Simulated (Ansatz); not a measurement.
This script for Ansatz's Python interface starts 8 runs on CH5OSbSi, SMILES [SbH2][CH]1O[SiH2]1. What input does the engine get in each?

The script, `run_scan.py`:
```python
"""Stretching a bond of CH5OSbSi, the rest held rigid."""

import ansatz as az
import numpy as np


def main() -> None:
    mol = (
        az.Crystal.molecule()
        .atom("Sb", (-1.192, 1.1569, -1.0106))
        .atom("C", (0.1916, -0.3827, -0.6727))
        .atom("O", (1.1234, -0.0043, 0.215))
        .atom("Si", (0.1286, -1.1418, 0.9885))
        .atom("H", (-0.0287, 2.1651, -1.8726))
        .atom("H", (-0.8815, 1.9883, 0.5187))
        .atom("H", (0.6307, -1.0173, -1.4769))
        .atom("H", (0.8238, -2.3883, 1.2262))
        .atom("H", (-0.7075, -0.4223, 2.0672))
    )

    symbols = [site.symbol for site in mol.cartesian_sites]
    start = np.array([site.position_ang for site in mol.cartesian_sites])
    axis = (start[5] - start[0]) / np.linalg.norm(start[5] - start[0])
    moving = [5]
    lengths, energies = [1.5, 1.63, 1.77, 1.94, 2.21, 2.65, 3.18, 3.89], []
    for length in lengths:
        xyz = start.copy()
        xyz[moving] += (length - np.linalg.norm(start[5] - start[0])) * axis
        point = az.Crystal.molecule()
        for symbol, place in zip(symbols, xyz):
            point = point.atom(symbol, place.tolist())
        calculation = point.calculation()
        calculation = calculation.basis(gaussian="def2-SVP")
        calculation = calculation.functional("HF")
        data = calculation.run().report
        energies.append(data["free_energy_ev"])
        print(f"r = {length:6.3f} A  E = {energies[-1]:.5f} eV  <S^2> = {abs(data['mean_field']['state']['spin_squared']):.3f}")

    print("energy above the lowest point (eV):", [round(e - min(energies), 3) for e in energies])


if __name__ == "__main__":
    main()
```

Run 1:
```yaml
crystal:
  periodic: [false, false, false]
  atoms:
    - { symbol: Sb, position_ang: [-1.192, 1.1569, -1.0106] }
    - { symbol: C, position_ang: [0.1916, -0.3827, -0.6727] }
    - { symbol: O, position_ang: [1.1234, -0.0043, 0.215] }
    - { symbol: Si, position_ang: [0.1286, -1.1418, 0.9885] }
    - { symbol: H, position_ang: [-0.0287, 2.1651, -1.8726] }
    - { symbol: H, position_ang: [-0.9285907870655703, 1.862208919915249, 0.2867646033514437] }
    - { symbol: H, position_ang: [0.6307, -1.0173, -1.4769] }
    - { symbol: H, position_ang: [0.8238, -2.3883, 1.2262] }
    - { symbol: H, position_ang: [-0.7075, -0.4223, 2.0672] }
basis:
  gaussian:
    orbitals: def2-SVP
hamiltonian:
  xc: hf
```

Run 2, against run 1:
```diff
-    - { symbol: H, position_ang: [-0.9285907870655703, 1.862208919915249, 0.2867646033514437] }
+    - { symbol: H, position_ang: [-0.9057619886112531, 1.9233356929745704, 0.39920286897523544] }
```

Run 3, against run 1:
```diff
-    - { symbol: H, position_ang: [-0.9285907870655703, 1.862208919915249, 0.2867646033514437] }
+    - { symbol: H, position_ang: [-0.881177128737373, 1.989164525499994, 0.5202902319547037] }
```

Run 4, against run 1:
```diff
-    - { symbol: H, position_ang: [-0.9285907870655703, 1.862208919915249, 0.2867646033514437] }
+    - { symbol: H, position_ang: [-0.8513240846048042, 2.069099536423722, 0.6673248870012005] }
```

Run 5, against run 1:
```diff
-    - { symbol: H, position_ang: [-0.9285907870655703, 1.862208919915249, 0.2867646033514437] }
+    - { symbol: H, position_ang: [-0.8039104262766069, 2.1960551420084666, 0.9008505156044604] }
```

Run 6, against run 1:
```diff
-    - { symbol: H, position_ang: [-0.9285907870655703, 1.862208919915249, 0.2867646033514437] }
+    - { symbol: H, position_ang: [-0.726643723815841, 2.40294575851694, 1.2814107992542172] }
```

Run 7, against run 1:
```diff
-    - { symbol: H, position_ang: [-0.9285907870655703, 1.862208919915249, 0.2867646033514437] }
+    - { symbol: H, position_ang: [-0.6335724685790091, 2.652154910220328, 1.7398129591050608] }
```

Run 8, against run 1:
```diff
-    - { symbol: H, position_ang: [-0.9285907870655703, 1.862208919915249, 0.2867646033514437] }
+    - { symbol: H, position_ang: [-0.5088921077900457, 2.986001132313546, 2.3538988713580773] }
```

```console
$ python run_scan.py
r =  1.500 A  E = -17511.53655 eV  <S^2> = 0.000
r =  1.630 A  E = -17511.90354 eV  <S^2> = 0.000
r =  1.770 A  E = -17511.90132 eV  <S^2> = 0.000
r =  1.940 A  E = -17511.59239 eV  <S^2> = 0.000
r =  2.210 A  E = -17510.81008 eV  <S^2> = 0.000
r =  2.650 A  E = -17509.44089 eV  <S^2> = 0.000
r =  3.180 A  E = -17508.08365 eV  <S^2> = 0.000
r =  3.890 A  E = -17506.81941 eV  <S^2> = 0.000
energy above the lowest point (eV): [0.367, 0.0, 0.002, 0.311, 1.093, 2.463, 3.82, 5.084]
```

Total energies depend on the basis set; only differences at equal settings carry meaning. The rest of the molecule is held rigid at a force-field or estimated start geometry, and the basis set is modest; single-reference methods fail as a bond breaks. def2 sets replace the cores of elements past krypton by effective core potentials. Hartree-Fock leaves correlation out, so bond, atomisation and ionisation energies come out well too low. The orbitals are restricted, so S² is zero by construction. Toward dissociation an unrestricted state can lie under the restricted one, by tenths of an eV for polar bonds under a functional and by 1 to 2 eV or more for others. The whole script took 13 s on 1 thread of Arm Neoverse V1 (shared host), peak memory 0.25 GiB.
